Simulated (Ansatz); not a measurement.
# AlFH₂OZn: small, medium and large basis sets

One table from this session's results is given with a row withheld; the runs are named, their logs left out.

Program: Ansatz 0.2.0, Gaussian basis. Level of theory: one geometry, several basis sets. These are calculated values, not measurements.

Levels to be run: PBE0-D4/def2-SVP; ωB97M-V/def2-SVP; PBE0-D4/def2-QZVPP; ωB97M-V/def2-QZVPP; the functionals' def2-TZVPP values are taken from earlier runs.

## Structure used throughout

The geometry comes from an earlier relaxation with PBE0-D4 in a triple-zeta def2 set; it is a stationary point.

SMILES `[OH][Al]([F])[ZnH]`, 6 atoms, charge 0, spin multiplicity 1.

Atoms are counted from 1 here; the program's logs count them from 0.

Bond lengths: O1–Al2 1.694 Å, O1–H5 0.957 Å, Al2–F3 1.659 Å, Al2–Zn4 2.479 Å, Zn4–H6 1.562 Å. Angles: Al2–O1–H5 124.6°, O1–Al2–F3 117.6°, O1–Al2–Zn4 120.2°, F3–Al2–Zn4 122.1°, Al2–Zn4–H6 179.8°.

The first run:

Input file in.yaml:

```yaml
crystal:
  periodic: [false, false, false]
  atoms:
    - {symbol: O, position_ang: [1.357867, -0.271984, -1.155614]}
    - {symbol: Al, position_ang: [0.342281, -0.403360, 0.193583]}
    - {symbol: F, position_ang: [0.744512, -1.519867, 1.353549]}
    - {symbol: Zn, position_ang: [-1.663954, 1.039649, 0.391591]}
    - {symbol: H, position_ang: [2.146283, -0.795602, -1.295587]}
    - {symbol: H, position_ang: [-2.926990, 1.951164, 0.512477]}
basis:
  gaussian: {orbitals: def2-SVP}
hamiltonian: {xc: pbe0, dispersion: d4}
output: {orbitals: {seedname: orbitals}}
```

Launch:

```sh
ansatz run in.yaml --threads 2 --pin off --events-out ev --progress --plain --max-ram 4352MiB
```

Steps of the session up to this table: PBE0-D4 in def2-SVP; ωB97M-V in def2-SVP; PBE0-D4 in def2-QZVPP; ωB97M-V in def2-QZVPP.

One of the session's tables, all rows but one given; the rest of the session is left out.

It belongs to the step «Density functionals: the series». 

| functional | basis | HOMO (eV) |
| --- | --- | --- |
| PBE0-D4 | def2-SVP | -7.12 |
| PBE0-D4 | def2-TZVPP | -7.32 |
| PBE0-D4 | def2-QZVPP | ? |
| ωB97M-V | def2-SVP | -9.09 |
| ωB97M-V | def2-TZVPP | -9.33 |
| ωB97M-V | def2-QZVPP | -9.37 |

**Question.** Estimate the row for PBE0-D4, def2-QZVPP.

As computed: HOMO (eV): -7.34. In the column «HOMO (eV)» it lies between ωB97M-V, def2-SVP (-9.09) and PBE0-D4, def2-TZVPP (-7.32).
